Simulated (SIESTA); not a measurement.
Crystal: Zr3S2.

```
CELL_PARAMETERS angstrom
2.90254 1.67578 3.48777
-2.90254 1.67578 3.48777
0.00000 -3.35156 3.48777
ATOMIC_POSITIONS crystal
Zr 0.83873 0.50000 0.16127
Zr 0.50000 0.16127 0.83873
Zr 0.16127 0.83873 0.50000
S 0.66502 0.66502 0.66502
S 0.33498 0.33498 0.33498
```

The cell comes from a database or a generator and needn't be the stable form of this composition.

Base run:

```yaml
Program: SIESTA 5.4.2
Functional: PBEsol
Potentials_or_basis: PseudoDojo 0.4 standard (PBEsol files)
Basis: DZP (energy shift 0.003 Ry; two zetas on semicore shells)
Grid_cutoff: 800 Ry
Energy_shift: 0.003 Ry
k_mesh: 4 × 4 × 4
Occupations: fermi-dirac, width 0.05 eV
Spin: no spin polarisation
```

Its results: band gap on the k mesh none (metal or under the smearing width); pressure -3.6 GPa; largest force 0.019 eV/Å.

Problem. The run is repeated on the same cell with these changes: hubbard terms from none to Zr d U = 6 eV. What comes out?

Solution. Band gap on the k mesh none (metal or under the smearing width); pressure 11.3 GPa; largest force 0.283 eV/Å.

Caveats: the basis of atomic orbitals isn't converged, which shifts pressures, moduli and gaps; U without spin polarisation on a metal has little footing (some runs).
